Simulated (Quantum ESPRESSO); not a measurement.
## ScSi2: zone-centre phonons under several settings

```
Sc Si
1.0
     3.66000    0.00000    0.00000
    -1.83000    3.16965    0.00000
     0.00000    0.00000    3.87000
Sc Si
1 2
Direct
  0.00000 0.00000 0.00000
  0.66667 0.33333 0.50000
  0.33333 0.66667 0.50000
```

All runs used Quantum ESPRESSO 7.5; k mesh 8 × 8 × 7; given cell, atoms relaxed; no spin polarisation.

| level | potentials | cutoff (eV) | occupations | pressure (GPa) | lowest optical mode without the field (cm⁻¹) | highest optical mode without the field (cm⁻¹) |
| --- | --- | --- | --- | --- | --- | --- |
| LDA | PseudoDojo 0.4.1 SR LDA standard | 1061 | methfessel-paxton, width 0.272 eV | ? | ? | ? |
| PBEsol | JTH 2.0 PBE | 490 | cold, width 0.272 eV | 21.6 | 195i | 703 |

What stands in the row left open?

Pressure 17.0 GPa; lowest optical mode without the field 184i cm⁻¹; highest optical mode without the field 688 cm⁻¹.

Values marked i are imaginary: the cell is unstable against those modes at that level, or the meshes are too thin.

Caveats: the mesh is thin for the phonons of a metal; some modes are imaginary; the cell is more than 3 GPa from zero pressure, which shifts response properties; the potentials were made for another functional, which shifts forces and pressure (some runs); the cutoff is low for these files, which shifts pressure and relaxed volume (some runs).

For the row left open. Caveat: the mesh is thin for the phonons of a metal; some modes are imaginary; the cell is more than 3 GPa from zero pressure, which shifts response properties.
